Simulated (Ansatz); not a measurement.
**CH₄AlBO: how energies converge with the basis set**

The task here is to estimate one member of a computed series from the others.

Method: one geometry, several basis sets; program: Ansatz 0.2.0, Gaussian basis.

The runs, in order: PBE0-D4/def2-SVP; ωB97M-V/def2-SVP; PBE0-D4/def2-QZVPP; ωB97M-V/def2-QZVPP; the functionals' def2-TZVPP values are taken from earlier runs.

1 further run of the same task is left out (it didn't finish).

## Structure used throughout

The geometry comes from an earlier relaxation with PBE0-D4 in a triple-zeta def2 set; it is a stationary point, not always the lowest conformer.

SMILES `C[B]1[O][AlH]1`, 8 atoms, charge 0, spin multiplicity 1.

Atoms are counted from 1 here; the program's logs count them from 0.

Bond lengths: C1–B2 1.549 Å, C1–H5 1.094 Å, C1–H6 1.094 Å, C1–H7 1.094 Å, B2–O3 1.331 Å, B2–Al4 2.013 Å, O3–Al4 1.815 Å, Al4–H8 1.586 Å. Angles: B2–C1–H5 111.6°, B2–C1–H6 110.3°, B2–C1–H7 110.3°, H5–C1–H6 109.0°, H5–C1–H7 109.0°, H6–C1–H7 106.4°, C1–B2–O3 135.2°, C1–B2–Al4 163.0°, O3–B2–Al4 61.8°, B2–O3–Al4 77.9°, B2–Al4–O3 40.3°, B2–Al4–H8 158.3°, O3–Al4–H8 118.1°.

Geometry (Å):

```mol
CH4AlBO
  3D, bonds by distance, orders not assigned

  8  8  0  0  0  0  0  0  0  0999 V2000
   -0.1912    1.3569   -0.3706 C   0  0
    0.0507   -0.1209    0.0254 B   0  0
    1.1198   -0.8565    0.3194 O   0  0
   -0.2280   -2.0611    0.4857 Al  0  0
    0.7457    1.9200   -0.4167 H   0  0
   -0.8613    1.8380    0.3475 H   0  0
   -0.6888    1.4129   -1.3429 H   0  0
    0.1453   -3.5465    0.8964 H   0  0
  1  2  8  0
  2  3  8  0
  3  4  8  0
  1  5  8  0
  1  6  8  0
  1  7  8  0
  4  8  8  0
  2  4  8  0
M  END
```

The first run:

Input file in.yaml:

```yaml
crystal:
  periodic: [false, false, false]
  atoms:
    - {symbol: C, position_ang: [-0.191184, 1.356932, -0.370645]}
    - {symbol: B, position_ang: [0.050704, -0.120880, 0.025394]}
    - {symbol: O, position_ang: [1.119756, -0.856479, 0.319430]}
    - {symbol: Al, position_ang: [-0.228048, -2.061095, 0.485688]}
    - {symbol: H, position_ang: [0.745729, 1.920016, -0.416699]}
    - {symbol: H, position_ang: [-0.861261, 1.837966, 0.347489]}
    - {symbol: H, position_ang: [-0.688845, 1.412905, -1.342927]}
    - {symbol: H, position_ang: [0.145349, -3.546467, 0.896369]}
basis:
  gaussian: {orbitals: def2-SVP}
hamiltonian: {xc: pbe0, dispersion: d4}
output: {orbitals: {seedname: orbitals}}
```

Command:

```
$ ansatz run in.yaml --threads 2 --pin off --events-out ev --progress --plain --max-ram 4352MiB
```

Steps of the session up to this table: PBE0-D4 in def2-SVP; ωB97M-V in def2-SVP; PBE0-D4 in def2-QZVPP; ωB97M-V in def2-QZVPP.

One of the session's tables, all rows but one given; the rest of the session is left out.

It belongs to the step «Functionals by basis». 

```
functional       basis  HOMO (eV)  LUMO (eV)
   PBE0-D4    def2-SVP      -5.86      -1.32
   PBE0-D4  def2-TZVPP      -5.88      -1.42
   PBE0-D4  def2-QZVPP          ?          ?
   ωB97M-V    def2-SVP      -7.83       0.48
   ωB97M-V  def2-TZVPP      -7.86       0.31
   ωB97M-V  def2-QZVPP      -7.89       0.09
```

Q: Estimate the row for PBE0-D4, def2-QZVPP from the others.

**Answer.** HOMO (eV): -5.90; LUMO (eV): -1.47. In the column «HOMO (eV)» it lies between ωB97M-V, def2-SVP (-7.83) and PBE0-D4, def2-TZVPP (-5.88).
